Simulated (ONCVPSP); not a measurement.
# An ONCV potential for Pb, from input to tests

Task: generate the file, and judge it by its errors in other configurations, its logarithmic derivatives, its ghosts and its cutoff.

Program: ONCVPSP 4.0.1. Reference atom: PBE, scalar-relativistic, spherical and spin-unpolarised. All values are calculated.

### Step 1. Settings

Typed settings, in words:

```json
{
  "element": "lead (Pb, Z = 82)",
  "type": "optimised norm-conserving Vanderbilt (ONCV)",
  "frozen core": "[Kr] 4d10 4f14 5s2",
  "valence charge": "20",
  "reference configuration": "5p6 5d10 6s1 6p3",
  "partial waves": "6s: rc 1.95 bohr, ncon 4, nbas 8, qcut 3.3 1/bohr, 2 projectors, debl 1.2 Ha; 5p+6p: rc 1.25 bohr, ncon 5, nbas 10, qcut 8.9 1/bohr, 2 projectors; 5d: rc 1.90 bohr, ncon 4, nbas 9, qcut 8.8 1/bohr, 2 projectors, debl 0.8 Ha",
  "local potential": "polynomial inside 1.25 bohr (lpopt 5, dvloc0 0 Ha)",
  "core correction": "not asked for"
}
```

The outer shells as boxes (Hund's rule for the drawing; the calculation is spin-unpolarised):

```
[Kr] core
4d [↑↓][↑↓][↑↓][↑↓][↑↓]
4f [↑↓][↑↓][↑↓][↑↓][↑↓][↑↓][↑↓]
5s [↑↓]
5p [↑↓][↑↓][↑↓]
5d [↑↓][↑↓][↑↓][↑↓][↑↓]
6s [↑ ]
6p [↑ ][↑ ][↑ ]
```

The nodes and maxima of the atom's own shells, from an earlier all-electron run, set the scale for the radii.

All-electron outer shells of the reference configuration (PBE, scalar-relativistic, ld1.x):

```
shell  level (eV)  outermost node (bohr)  outermost maximum (bohr)
   5s     -145.99                   0.45                      0.79
   4f     -134.72                      –                      0.35
   5p      -87.65                   0.49                      0.88
   5d      -22.87                   0.52                      1.07
   6s      -13.14                   1.01                      1.95
   6p       -4.22                   1.18                      2.60
```

### Step 2. Generation

The input, Pb.dat:

```
# ATOM AND REFERENCE CONFIGURATION
# atsym  z   nc   nv     iexc    psfile
  Pb 82.00   11    4        4      upf
#
#   n    l    f
    1    0    2.00
    2    0    2.00
    2    1    6.00
    3    0    2.00
    3    1    6.00
    3    2   10.00
    4    0    2.00
    4    1    6.00
    4    2   10.00
    4    3   14.00
    5    0    2.00
    5    1    6.00
    5    2   10.00
    6    0    1.00
    6    1    3.00
#
# PSEUDOPOTENTIAL AND OPTIMIZATION
# lmax
    2
#
#   l,   rc,      ep,       ncon, nbas, qcut
    0    1.95    0.00    4    8    3.30
    1    1.25    0.00    5   10    8.90
    2    1.90    0.00    4    9    8.80
#
# LOCAL POTENTIAL
# lloc, lpopt,  rc(5),   dvloc0
    4    5    1.25    0.00
#
# VANDERBILT-KLEINMAN-BYLANDER PROJECTORs
# l, nproj, debl
    0    2    1.20
    1    2    1.60
    2    2    0.80
#
# MODEL CORE CHARGE
# icmod, fcfact, rcfact
    0    0.00    0.00
#
# LOG DERIVATIVE ANALYSIS
# epsh1, epsh2, depsh
   -5.00    5.00    0.04
#
# OUTPUT GRID
# rlmax, drl
    6.00    0.01
#
# TEST CONFIGURATIONS
# ncnf
    4
# nvcnf
#   n    l    f
    4
    5    1    6.00
    5    2   10.00
    6    0    2.00
    6    1    2.00
#
    4
    5    1    6.00
    5    2   10.00
    6    0    2.00
    6    1    1.00
#
    4
    5    1    6.00
    5    2   10.00
    6    0    2.00
    6    1    0.00
#
    4
    5    1    6.00
    5    2   10.00
    6    0    1.00
    6    1    2.00
#
```

On the command line:

```sh
oncvpsp.x < Pb.dat > Pb.out
```

**Question.** What will these runs give? Wanted: cutoffs for 1 and 0.1 mHa per electron, occupied waves; bound ghosts; GHOST(+) flags; largest test error; largest phase difference near zero energy, channels read; projector energies reset by the program.

As calculated:

```
                                                quantity                          value
  cutoffs for 1 and 0.1 mHa per electron, occupied waves               39 Ha and 187 Ha
                                            bound ghosts                s at -161.18 eV
                                          GHOST(+) flags             none at low energy
                            largest test error (AE − PS)  -18 meV, for 5p6 5d10 6s2 6p0
largest phase difference near zero energy, channels read                      0.000 rad
                 projector energies reset by the program            d: -0.841, 0.250 Ha
```

What this shows: It has a bound ghost (s), a state that the atom doesn't have, and that rules the file out. The worst unpolarised test, 5p6 5d10 6s2 6p0, is off by 18 meV on 11.3 eV; by total energies transferability rates as good. Atomic tests can pass in spite of a ghost, since they solve only for the levels asked. The potential is hard: the looser tolerance needs 39 Ha. The tighter tolerance needs 187 Ha, and converged work needs a cutoff nearer that. At the looser tolerance the 5p wave is the slowest; 6p needs 32 Ha. Near zero energy the phases of the channels with partial waves agree within 0.001 rad.
